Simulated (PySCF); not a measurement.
# MgSe: the cost of one run

Method: method and basis as typed in the scripts; program: PySCF 2.14.0.

2 further runs of the same task are left out: 2 that didn't finish.

**1. The starting structure**

MgSe: 2 atoms, charge 0, spin multiplicity 1.

Bond lengths: Mg1–Se2 2.297 Å.

**2. The run that the others are compared with**

input.py reads:

```python
from pyscf import gto, dft
from pyscf.geomopt.geometric_solver import optimize

mol = gto.M(
    atom='Mg 0 0 0; Se 0 0 2.297',
    basis='def2-svp',
    charge=0,
    spin=0,
    verbose=4,
)
mf = dft.RKS(mol, xc='revtpss')
mf.kernel()
g = mf.nuc_grad_method()
g.grid_response = True
mol_eq = optimize(g.as_scanner(), maxsteps=30)
print('optimised geometry (angstrom)')
print(mol_eq.tostring('raw'))
print('orbital energies (hartree):', mf.mo_energy[..., max(0, mol.nelec[1]-3):mol.nelec[0]+3].round(4))
```

Started as:

```sh
$ OMP_NUM_THREADS=1 python input.py
```

**Question.** How long does this run take on 1 thread of Arm Neoverse V2, shared host, and how much memory does it need?

About 14 s, with a peak of 0.31 GiB.
